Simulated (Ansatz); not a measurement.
**CH₄BrGe radical: geometry optimisation**

Aim: relax CH₄BrGe radical at this level.

Program: Ansatz 0.2.0. Level of theory: UKS PBE0-D4/def2-SVP. These are calculated values, not measurements.

### Step 1. Starting geometry

7 atoms, charge 0, spin multiplicity 2.

Atoms are counted from 1 here; the program's logs count them from 0.

Bond lengths: C1–Ge2 1.981 Å, C1–H4 1.108 Å, C1–H5 1.109 Å, C1–H6 1.106 Å, Ge2–Br3 2.349 Å, Ge2–H7 1.573 Å. Angles: Ge2–C1–H4 109.2°, Ge2–C1–H5 108.7°, Ge2–C1–H6 110.3°, H4–C1–H5 109.6°, H4–C1–H6 109.6°, H5–C1–H6 109.4°, C1–Ge2–Br3 107.5°, C1–Ge2–H7 111.0°, Br3–Ge2–H7 105.2°.

Geometry (Å):

```xyz
7
CH4BrGe
C    -0.6755    0.4940   -0.3681
Ge    0.9949   -0.5597   -0.2180
Br    0.5662   -2.3595    1.2290
H    -0.4912    1.3779   -1.0097
H    -0.9795    0.8264    0.6451
H    -1.4800   -0.1231   -0.8097
H     2.1264    0.2760    0.4857
```

### Step 2. Relaxation

File input.yaml:

```yaml
crystal:
  periodic: [false, false, false]
  atoms:
    - { symbol: C, position_ang: [-0.675506, 0.494044, -0.368149] }
    - { symbol: Ge, position_ang: [0.99487, -0.559741, -0.218036] }
    - { symbol: Br, position_ang: [0.56619, -2.359531, 1.229037] }
    - { symbol: H, position_ang: [-0.491197, 1.377927, -1.009692] }
    - { symbol: H, position_ang: [-0.979523, 0.826415, 0.645147] }
    - { symbol: H, position_ang: [-1.480033, -0.123146, -0.809696] }
    - { symbol: H, position_ang: [2.126399, 0.276032, 0.485689] }
magnetization:
  spin_polarized: true
  initial_magnetization: 1
basis:
  gaussian: { orbitals: def2-SVP }
hamiltonian:
  xc: pbe0
  dispersion: d4
output:
  forces: true
relax:
  f_tol: 0.003
  max_steps: 120
```

Command:

```
$ ansatz run input.yaml --threads 1 --pin off --max-ram 2560MiB --backend cpu --events-out ev --progress --plain --runs-dir out
```

**Question.** What will these runs give? Wanted: energy gained; root mean square move; dipole moment.

The runs gave:

```
             quantity      value
        energy gained  0.0130 eV
root mean square move    0.017 Å
        dipole moment     2.35 D
```

In words: Bond lengths: C1–Ge2 1.959 Å, C1–H4 1.100 Å, C1–H5 1.101 Å, C1–H6 1.098 Å, Ge2–Br3 2.327 Å, Ge2–H7 1.554 Å. Angles: Ge2–C1–H4 109.7°, Ge2–C1–H5 108.9°, Ge2–C1–H6 110.3°, H4–C1–H5 109.4°, H4–C1–H6 109.5°, H5–C1–H6 109.2°, C1–Ge2–Br3 107.6°, C1–Ge2–H7 111.8°, Br3–Ge2–H7 106.0°. No frequencies were computed here.
